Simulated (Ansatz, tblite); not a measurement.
**Sn22H28 ring sphere (Sn₂₂H₂₈): a ladder of methods and basis sets**

How do method and basis change the picture of Sn22H28 ring sphere (Sn₂₂H₂₈) (singlet)?

The runs use Ansatz 0.2.0, Gaussian basis; as each input shows.

Plan: GFN1-xTB, GFN2-xTB, PBE-D4/def2-TZVP, r2SCAN-D4/def2-TZVP, BHLYP-D4/def2-TZVP, PBE-D4/def2-SVP, PBE0-D4/def2-SVP, MP2/def2-SVP.

1 further run of the same task is left out (set aside as unsound or not needed).

## (1) The relaxed structure

The singlet was relaxed beforehand with PBE-D4/def2-SVP.

50 atoms, charge 0, spin multiplicity 1.

Bond lengths: Sn1–Sn14 2.819 Å, Sn1–Sn15 2.826 Å, Sn1–H23 1.739 Å, Sn1–H24 1.739 Å, Sn2–Sn15 2.826 Å, Sn2–Sn16 2.820 Å, Sn2–H25 1.739 Å, Sn2–H26 1.739 Å, Sn3–Sn14 2.817 Å, Sn3–Sn17 2.823 Å, Sn3–H27 1.738 Å, Sn3–H28 1.738 Å, Sn4–Sn14 2.819 Å, Sn4–Sn18 2.826 Å, Sn4–H29 1.739 Å, Sn4–H30 1.739 Å, Sn5–Sn15 2.826 Å, Sn5–Sn18 2.827 Å and more. Angles: Sn14–Sn1–Sn15 110.5°, Sn14–Sn1–H23 110.2°, Sn14–Sn1–H24 110.2°, Sn15–Sn1–H23 109.4°, Sn15–Sn1–H24 109.6°, H23–Sn1–H24 106.9°, Sn15–Sn2–Sn16 110.5°, Sn15–Sn2–H25 109.5°, Sn15–Sn2–H26 109.4°, Sn16–Sn2–H25 110.1°, Sn16–Sn2–H26 110.3°, H25–Sn2–H26 107.0°, Sn14–Sn3–Sn17 109.4°, Sn14–Sn3–H27 110.1°, Sn14–Sn3–H28 110.1°, Sn17–Sn3–H27 110.0°, Sn17–Sn3–H28 110.0°, H27–Sn3–H28 107.2° and more.

Sn takes a core potential in the def2 sets. No spin-orbit coupling is included.

PBE0-D4/def2-TZVP was run before; its log isn't repeated, and its numbers join the tables.

## (2) GFN1-xTB

Tight binding, by tblite at 300 K electronic temperature and without a spin-polarisation term:

```python
tblite.interface.Calculator('GFN1-xTB', numbers, positions, charge=0, uhf=0).singlepoint()
```

Energy -1925.3144 eV, HOMO -10.34 eV, LUMO -9.10 eV; 0.34 s.

## (3) GFN2-xTB

Tight binding, by tblite at 300 K electronic temperature and without a spin-polarisation term:

```python
tblite.interface.Calculator('GFN2-xTB', numbers, positions, charge=0, uhf=0).singlepoint()
```

Energy -1662.1557 eV, HOMO -10.75 eV, LUMO -9.95 eV; 0.75 s.

## (4) PBE-D4/def2-TZVP

start.molden holds the orbitals of an earlier run on this state, given as this run's starting guess.

File in.yaml:

```yaml
crystal:
  periodic: [false, false, false]
  atoms:
    - {symbol: Sn, position_ang: [-4.330384, -1.086716, -2.207931]}
    - {symbol: Sn, position_ang: [-4.326747, 2.211996, 1.078877]}
    - {symbol: Sn, position_ang: [-1.090872, -1.091898, -5.468642]}
    - {symbol: Sn, position_ang: [-1.084771, -4.332553, -2.204746]}
    - {symbol: Sn, position_ang: [-1.053030, -1.051668, 1.047514]}
    - {symbol: Sn, position_ang: [2.204139, -4.331795, 1.081625]}
    - {symbol: Sn, position_ang: [2.172978, -1.064248, -2.177942]}
    - {symbol: Sn, position_ang: [2.207276, -1.084462, 4.323805]}
    - {symbol: Sn, position_ang: [-1.060122, 2.170367, -2.176183]}
    - {symbol: Sn, position_ang: [-1.082325, 5.467517, 1.084857]}
    - {symbol: Sn, position_ang: [2.176752, 2.172085, 1.055815]}
    - {symbol: Sn, position_ang: [-1.083585, 2.200675, 4.324716]}
    - {symbol: Sn, position_ang: [5.466905, -1.090672, 1.083521]}
    - {symbol: Sn, position_ang: [-2.716821, -2.720416, -3.843904]}
    - {symbol: Sn, position_ang: [-2.726290, 0.559295, -0.562831]}
    - {symbol: Sn, position_ang: [-2.711102, 3.845504, 2.713289]}
    - {symbol: Sn, position_ang: [0.537388, 0.534845, -3.834588]}
    - {symbol: Sn, position_ang: [0.559242, -2.725295, -0.561456]}
    - {symbol: Sn, position_ang: [0.561641, 0.558339, 2.717737]}
    - {symbol: Sn, position_ang: [3.844439, -2.719016, 2.712107]}
    - {symbol: Sn, position_ang: [3.830494, 0.534700, -0.543416]}
    - {symbol: Sn, position_ang: [0.539649, 3.827742, -0.541782]}
    - {symbol: H, position_ang: [-5.363763, -0.090111, -3.189601]}
    - {symbol: H, position_ang: [-5.367375, -2.068078, -1.215352]}
    - {symbol: H, position_ang: [-5.365753, 1.223840, 2.062425]}
    - {symbol: H, position_ang: [-5.357584, 3.192696, 0.078776]}
    - {symbol: H, position_ang: [-2.079120, -0.100888, -6.499738]}
    - {symbol: H, position_ang: [-0.100597, -2.079049, -6.501508]}
    - {symbol: H, position_ang: [-2.067698, -5.365924, -1.210018]}
    - {symbol: H, position_ang: [-0.088778, -5.369141, -3.183587]}
    - {symbol: H, position_ang: [-2.062912, -2.058576, 2.055250]}
    - {symbol: H, position_ang: [1.209733, -5.363610, 2.066522]}
    - {symbol: H, position_ang: [3.178775, -5.370258, 0.083501]}
    - {symbol: H, position_ang: [3.178728, -2.083714, -3.176441]}
    - {symbol: H, position_ang: [1.216019, -2.065000, 5.362780]}
    - {symbol: H, position_ang: [3.189265, -0.085937, 5.354738]}
    - {symbol: H, position_ang: [-2.077364, 3.173619, -3.179234]}
    - {symbol: H, position_ang: [-2.070073, 6.500757, 0.095705]}
    - {symbol: H, position_ang: [-0.089285, 6.497924, 2.071758]}
    - {symbol: H, position_ang: [3.181189, 3.171946, 2.075153]}
    - {symbol: H, position_ang: [-2.070801, 1.204850, 5.353012]}
    - {symbol: H, position_ang: [-0.090647, 3.176675, 5.366737]}
    - {symbol: H, position_ang: [6.499215, -2.077379, 0.092461]}
    - {symbol: H, position_ang: [6.497867, -0.100510, 2.072711]}
    - {symbol: H, position_ang: [-3.726788, -3.728602, -4.848106]}
    - {symbol: H, position_ang: [-3.719107, 4.850489, 3.722969]}
    - {symbol: H, position_ang: [1.551839, 1.550007, -4.828130]}
    - {symbol: H, position_ang: [4.849693, -3.726067, 3.722381]}
    - {symbol: H, position_ang: [4.823053, 1.549920, -1.558858]}
    - {symbol: H, position_ang: [1.552816, 4.819793, -1.559345]}
basis:
  gaussian: {orbitals: def2-TZVP, fitting: {mean_field: def2-universal-jkfit}, initial_orbitals: start.molden}
hamiltonian: {xc: pbe, dispersion: d4}
scf: {omitted_lower_state_checks: [starts]}
output: {forces: true, orbitals: {seedname: orbitals}}
```

Started as:

```console
> ansatz run in.yaml --threads 11 --pin off --events-out ev --progress --plain --max-ram 110592MiB --backend cuda --devices 0, --max-vram 75GiB
```

Output (excerpt; [...] marks lines left out):

```text
Functional definition: PBE
  name "PBE"
  cite "Perdew, Burke & Ernzerhof, Phys. Rev. Lett. 77, 3865 (1996) doi:10.1103/PhysRevLett.77.3865"
  parent pbe
[...]
5300 factors; integrals over basis functions are off by at most 6.1e-1 eV
[...]
mean field -128762.02678153 eV, -4731.9172061848 hartree, gradient 2.2e-5 eV, S^2 0.000000; 0 other end points of the search recorded, 0 dependent functions left out
[...]
reference -128762.02696909 eV, -4731.9172130774 hartree; 256, 256 occupied and 1012, 1012 virtual orbitals, 5300 factors
Total energy: -128765.88935969 eV, -4732.0591533139 hartree
Atom 0 at    -4.330384    -1.086716    -2.207931 Å, force    -0.042382     0.002076    -0.003596 eV/Å
Atom 1 at    -4.326747     2.211996     1.078877 Å, force    -0.041810     0.002837     0.001960 eV/Å
Atom 2 at    -1.090872    -1.091898    -5.468642 Å, force    -0.000397    -0.001886    -0.040360 eV/Å
Atom 3 at    -1.084771    -4.332553    -2.204746 Å, force     0.000067    -0.040992    -0.004862 eV/Å
Atom 4 at    -1.053030    -1.051668     1.047514 Å, force    -0.017750    -0.017979     0.018049 eV/Å
Atom 5 at     2.204139    -4.331795     1.081625 Å, force     0.003775    -0.041244     0.002868 eV/Å
Atom 6 at     2.172978    -1.064248    -2.177942 Å, force     0.018215    -0.022010    -0.013812 eV/Å
Atom 7 at     2.207276    -1.084462     4.323805 Å, force     0.004551    -0.002311     0.040463 eV/Å
[...]
Atom 34 at     1.216019    -2.065000     5.362780 Å, force     0.058538     0.059898    -0.059550 eV/Å
Atom 35 at     3.189265    -0.085937     5.354738 Å, force    -0.059746    -0.058606    -0.055191 eV/Å
Atom 36 at    -2.077364     3.173619    -3.179234 Å, force     0.055411    -0.056243     0.056669 eV/Å
Atom 37 at    -2.070073     6.500757     0.095705 Å, force     0.061256    -0.056322     0.058578 eV/Å
Atom 38 at    -0.089285     6.497924     2.071758 Å, force    -0.059171    -0.056432    -0.061531 eV/Å
Atom 39 at     3.181189     3.171946     2.075153 Å, force    -0.059578    -0.056633    -0.055944 eV/Å
Atom 40 at    -2.070801     1.204850     5.353012 Å, force     0.059956     0.059057    -0.058565 eV/Å
Atom 41 at    -0.090647     3.176675     5.366737 Å, force    -0.058093    -0.059861    -0.057197 eV/Å
Atom 42 at     6.499215    -2.077379     0.092461 Å, force    -0.055119     0.059917     0.059380 eV/Å
Atom 43 at     6.497867    -0.100510     2.072711 Å, force    -0.055815    -0.058581    -0.062204 eV/Å
Atom 44 at    -3.726788    -3.728602    -4.848106 Å, force     0.057297     0.056518     0.056175 eV/Å
Atom 45 at    -3.719107     4.850489     3.722969 Å, force     0.057523    -0.057764    -0.058423 eV/Å
Atom 46 at     1.551839     1.550007    -4.828130 Å, force    -0.056336    -0.057233     0.057464 eV/Å
Atom 47 at     4.849693    -3.726067     3.722381 Å, force    -0.057482     0.056702    -0.058742 eV/Å
Atom 48 at     4.823053     1.549920    -1.558858 Å, force    -0.057062    -0.057391     0.056713 eV/Å
Atom 49 at     1.552816     4.819793    -1.559345 Å, force    -0.053867    -0.056422     0.055241 eV/Å
Dipole moment:     0.021818     0.019819    -0.022721 e Å
Checks for a lower state left out: starts
```

Wall time 9.5 s (1 × H100 with 11 threads of AMD EPYC 7R13, shared host).

From the report: HOMO -5.80 eV, LUMO -3.06 eV.

## (5) r2SCAN-D4/def2-TZVP

Changes to in.yaml since step 4:

```diff
@@ -55,4 +55,4 @@
   gaussian: {orbitals: def2-TZVP, fitting: {mean_field: def2-universal-jkfit}, initial_orbitals: start.molden}
-hamiltonian: {xc: pbe, dispersion: d4}
+hamiltonian: {xc: r2scan, dispersion: d4}
 scf: {omitted_lower_state_checks: [starts]}
-output: {forces: true, orbitals: {seedname: orbitals}}
+output: {orbitals: {seedname: orbitals}}
```

The command is unchanged.

Output:

```text
Functional definition: r2SCAN
  name "r2SCAN"
  cite "Furness, Kaplan, Ning, Perdew & Sun, J. Phys. Chem. Lett. 11, 8208 (2020) doi:10.1021/acs.jpclett.0c02405"
  cite "Furness, Kaplan, Ning, Perdew & Sun, J. Phys. Chem. Lett. 11, 9248 (2020) doi:10.1021/acs.jpclett.0c03077"
  parent r2scan
  parameter k0 = 0.174
  parameter k1 = 0.065
  parameter a1 = 4.9479
  exchange = r2scan_x(k0 = k0, k1 = k1, a1 = a1)
  correlation = r2scan_c
these checks for a lower state are left out or cut short: starts
5300 factors; integrals over basis functions are off by at most 6.1e-1 eV
mean field evaluation 1: about -128813.5642 eV, gradient 1.7e1 eV
mean field evaluation 2: about -128814.0025 eV, gradient 4.9e-1 eV
mean field evaluation 4: about -128814.0244 eV, gradient 2.0e-3 eV
mean field -128814.02436093 eV, -4733.8280819825 hartree, gradient 2.0e-5 eV, S^2 0.000000; 0 other end points of the search recorded, 0 dependent functions left out
reference -128814.02442002 eV, -4733.8280841541 hartree; 256, 256 occupied and 1012, 1012 virtual orbitals, 5300 factors
Total energy: -128815.08031832 eV, -4733.8668877009 hartree
Checks for a lower state left out: starts
```

It took 8.5 s on 1 × H100 with 11 threads of AMD EPYC 7R13, shared host.

From the report: HOMO -6.00 eV, LUMO -2.90 eV.

## (6) BHLYP-D4/def2-TZVP

Changes to in.yaml since step 5:

```diff
@@ -55,4 +55,4 @@
   gaussian: {orbitals: def2-TZVP, fitting: {mean_field: def2-universal-jkfit}, initial_orbitals: start.molden}
-hamiltonian: {xc: r2scan, dispersion: d4}
+hamiltonian: {xc: {name: BHLYP}, dispersion: d4}
 scf: {omitted_lower_state_checks: [starts]}
-output: {orbitals: {seedname: orbitals}}
+output: {forces: true, orbitals: {seedname: orbitals}}
```

The command is unchanged.

Output (excerpt; [...] marks lines left out):

```text
Functional definition: BHLYP
  name "BHLYP"
  cite "Becke, J. Chem. Phys. 98, 1372 (1993) doi:10.1063/1.464304"
  cite "Becke, Phys. Rev. A 38, 3098 (1988) doi:10.1103/PhysRevA.38.3098"
  cite "Lee, Yang & Parr, Phys. Rev. B 37, 785 (1988) doi:10.1103/PhysRevB.37.785"
[...]
5300 factors; integrals over basis functions are off by at most 6.1e-1 eV
[...]
mean field -128720.92068031 eV, -4730.4065848275 hartree, gradient 7.9e-6 eV, S^2 0.000000; 0 other end points of the search recorded, 0 dependent functions left out
[...]
reference -128720.92132202 eV, -4730.4066084101 hartree; 256, 256 occupied and 1012, 1012 virtual orbitals, 5300 factors
Total energy: -128727.94011988 eV, -4730.6645444738 hartree
Atom 0 at    -4.330384    -1.086716    -2.207931 Å, force    -0.176916     0.025191     0.017866 eV/Å
[...]
Atom 41 at    -0.090647     3.176675     5.366737 Å, force    -0.238037    -0.240155    -0.257471 eV/Å
Atom 42 at     6.499215    -2.077379     0.092461 Å, force    -0.252970     0.241441     0.239888 eV/Å
Atom 43 at     6.497867    -0.100510     2.072711 Å, force    -0.253459    -0.238668    -0.244449 eV/Å
Atom 44 at    -3.726788    -3.728602    -4.848106 Å, force     0.263543     0.262130     0.262522 eV/Å
Atom 45 at    -3.719107     4.850489     3.722969 Å, force     0.263302    -0.264337    -0.264502 eV/Å
Atom 46 at     1.551839     1.550007    -4.828130 Å, force    -0.261137    -0.262242     0.262318 eV/Å
Atom 47 at     4.849693    -3.726067     3.722381 Å, force    -0.264188     0.262123    -0.265129 eV/Å
Atom 48 at     4.823053     1.549920    -1.558858 Å, force    -0.261467    -0.262411     0.261522 eV/Å
Atom 49 at     1.552816     4.819793    -1.559345 Å, force    -0.258074    -0.260877     0.260541 eV/Å
Dipole moment:     0.026925     0.024614    -0.027722 e Å
Checks for a lower state left out: starts
```

It took 15 s on 1 × H100 with 11 threads of AMD EPYC 7R13, shared host; peak host memory 5.7 GiB.

HOMO -7.21 eV, LUMO -1.59 eV.

## (7) PBE-D4/def2-SVP

Changes to in.yaml since step 6:

```diff
@@ -54,5 +54,5 @@
 basis:
-  gaussian: {orbitals: def2-TZVP, fitting: {mean_field: def2-universal-jkfit}, initial_orbitals: start.molden}
-hamiltonian: {xc: {name: BHLYP}, dispersion: d4}
+  gaussian: {orbitals: def2-SVP, fitting: {mean_field: def2-universal-jkfit}, initial_orbitals: start.molden}
+hamiltonian: {xc: pbe, dispersion: d4}
 scf: {omitted_lower_state_checks: [starts]}
-output: {forces: true, orbitals: {seedname: orbitals}}
+output: {orbitals: {seedname: orbitals}}
```

Same command.

Output:

```text
Functional definition: PBE
  name "PBE"
  cite "Perdew, Burke & Ernzerhof, Phys. Rev. Lett. 77, 3865 (1996) doi:10.1103/PhysRevLett.77.3865"
  parent pbe
  parameter kappa = 0.804
  parameter beta = 0.06672455060314922
  exchange = pbe_x(kappa = kappa, mu = beta*pi^2/3)
  correlation = pbe_c(beta = beta)
these checks for a lower state are left out or cut short: starts
5300 factors; integrals over basis functions are off by at most 3.3e-1 eV
mean field evaluation 1: about -128755.5661 eV, gradient 8.7e1 eV
mean field evaluation 2: about -128757.5057 eV, gradient 3.2e0 eV
mean field evaluation 4: about -128757.5706 eV, gradient 9.2e-2 eV
mean field -128757.57071517 eV, -4731.7534487664 hartree, gradient 8.2e-5 eV, S^2 0.000000; 0 other end points of the search recorded, 0 dependent functions left out
reference -128757.57085508 eV, -4731.7534539081 hartree; 256, 256 occupied and 456, 456 virtual orbitals, 5300 factors
Total energy: -128761.43324568 eV, -4731.8953941446 hartree
Checks for a lower state left out: starts
```

Wall time 4.1 s (1 × H100 with 11 threads of AMD EPYC 7R13, shared host).

Report: HOMO -5.73 eV, LUMO -2.94 eV.

## (8) PBE0-D4/def2-SVP

Changes to in.yaml since step 7:

```diff
@@ -55,3 +55,3 @@
   gaussian: {orbitals: def2-SVP, fitting: {mean_field: def2-universal-jkfit}, initial_orbitals: start.molden}
-hamiltonian: {xc: pbe, dispersion: d4}
+hamiltonian: {xc: pbe0, dispersion: d4}
 scf: {omitted_lower_state_checks: [starts]}
```

Launched as before.

Output:

```text
Functional definition: PBE0
  name "PBE0"
  cite "Adamo & Barone, J. Chem. Phys. 110, 6158 (1999) doi:10.1063/1.478522"
  cite "Perdew, Burke & Ernzerhof, Phys. Rev. Lett. 77, 3865 (1996) doi:10.1103/PhysRevLett.77.3865"
  parent pbe
  parameter a = 0.25
  parameter kappa = 0.804
  parameter beta = 0.06672455060314922
  exchange = (1 - a)*pbe_x(kappa = kappa, mu = beta*pi^2/3) + a*exact_x
  correlation = pbe_c(beta = beta)
these checks for a lower state are left out or cut short: starts
5300 factors; integrals over basis functions are off by at most 3.3e-1 eV
mean field evaluation 1: about -128763.8273 eV, gradient 8.6e1 eV
mean field evaluation 2: about -128765.0346 eV, gradient 1.2e0 eV
mean field evaluation 4: about -128765.0293 eV, gradient 3.8e-2 eV
mean field -128765.02929433 eV, -4732.0275464950 hartree, gradient 2.7e-5 eV, S^2 0.000000; 0 other end points of the search recorded, 0 dependent functions left out
reference -128765.02939897 eV, -4732.0275503404 hartree; 256, 256 occupied and 456, 456 virtual orbitals, 5300 factors
Total energy: -128768.62659044 eV, -4732.1597446889 hartree
Checks for a lower state left out: starts
```

Wall time 6 s (1 × H100 with 11 threads of AMD EPYC 7R13, shared host).

From the report: HOMO -6.55 eV, LUMO -2.27 eV.

## (9) MP2/def2-SVP

Changes to in.yaml since step 8:

```diff
@@ -54,4 +54,4 @@
 basis:
-  gaussian: {orbitals: def2-SVP, fitting: {mean_field: def2-universal-jkfit}, initial_orbitals: start.molden}
-hamiltonian: {xc: pbe0, dispersion: d4}
+  gaussian: {orbitals: def2-SVP, initial_orbitals: start.molden}
+correlation: {method: mp2}
 scf: {omitted_lower_state_checks: [starts]}
```

Same command.

Output:

```text
Functional definition: HF
  name "HF"
  cite "Fock, Z. Phys. 61, 126 (1930) doi:10.1007/BF01340294"
  parent pbe
  exchange = exact_x
  correlation = 0
these checks for a lower state are left out or cut short: starts
8952 factors; integrals over basis functions are off by at most 4.3e-4 eV
mean field evaluation 1: about -128169.1458 eV, gradient 9.4e1 eV
mean field evaluation 2: about -128175.2235 eV, gradient 7.8e0 eV
mean field evaluation 4: about -128175.7620 eV, gradient 6.4e-1 eV
mean field evaluation 8: about -128175.7631 eV, gradient 1.1e-5 eV
mean field -128175.76313319 eV, -4710.3724144921 hartree, gradient 2.1e-6 eV, S^2 0.000000; 0 other end points of the search recorded, 0 dependent functions left out
88 core orbitals not correlated: weight in the atoms' cores, before any rotation towards them, 1.000 or more for the frozen orbitals, at most 0.000 for the correlated occupied ones
reference -128175.76313319 eV, -4710.3724144921 hartree; 168, 168 occupied and 456, 456 virtual orbitals, 8952 factors
second order -66.89159691 eV of doubles, -0.00000000 eV of singles
Total energy: -128242.65473010 eV, -4712.8306353379 hartree
Checks for a lower state left out: starts
```

It took 11 s on 1 × H100 with 11 threads of AMD EPYC 7R13, shared host; peak host memory 2.2 GiB.

Report: Hartree-Fock HOMO -8.22 eV, LUMO 0.69 eV.

## (10) Comparison

| level | functions | HOMO (eV) | LUMO (eV) | gap (eV) | time |
| --- | --- | --- | --- | --- | --- |
| PBE-D4/def2-SVP | 712 | -5.73 | -2.94 | 2.79 | 4.1 s |
| PBE-D4/def2-TZVP | 1268 | -5.80 | -3.06 | 2.74 | 9.5 s |
| r2SCAN-D4/def2-TZVP | 1268 | -6.00 | -2.90 | 3.10 | 8.5 s |
| PBE0-D4/def2-SVP | 712 | -6.55 | -2.27 | 4.28 | 6 s |
| PBE0-D4/def2-TZVP | 1268 | -6.58 | -2.35 | 4.22 | 9.5 s |
| BHLYP-D4/def2-TZVP | 1268 | -7.21 | -1.59 | 5.61 | 15 s |

Energy pieces by basis (eV):

| basis | HF | MP2 correlation | total |
| --- | --- | --- | --- |
| def2-SVP | -128175.7631 | -66.8916 | -128242.6547 (MP2) |

## (11) Binding energy

Free atoms were run apart at each level; binding is atoms less cluster, divided by the number of atoms, without zero-point or spin-orbit terms.

| level | binding an atom (eV) |
| --- | --- |
| HF/def2-SVP | 1.631 |
| PBE-D4/def2-SVP | 2.485 |
| PBE-D4/def2-TZVP | 2.495 |
| r2SCAN-D4/def2-TZVP | 2.501 |
| PBE0-D4/def2-SVP | 2.480 |
| PBE0-D4/def2-TZVP | 2.494 |
| BHLYP-D4/def2-TZVP | 2.485 |
| MP2/def2-SVP | 2.297 |

## (12) What came out

```
                                                 quantity                                   value
gap in def2-TZVP, named functionals, smallest and largest    2.74 eV (PBE-D4), 5.61 eV (BHLYP-D4)
                         correlation energy, MP2/def2-SVP                               -66.89 eV
                binding an atom, functionals in def2-TZVP  2.49 (BHLYP-D4) to 2.50 eV (r2SCAN-D4)
          PBE0 total energy, smallest basis above largest           3.90 eV (def2-SVP, def2-TZVP)
```

What this shows: Orbital gaps of the named functionals in def2-TZVP span 2.74 eV (PBE-D4) to 5.61 eV (BHLYP-D4); exact exchange widens it.

The slowest run with a step of its own, BHLYP-D4/def2-TZVP, took 15 s; the quickest functional in def2-TZVP took 8.5 s (shared host).
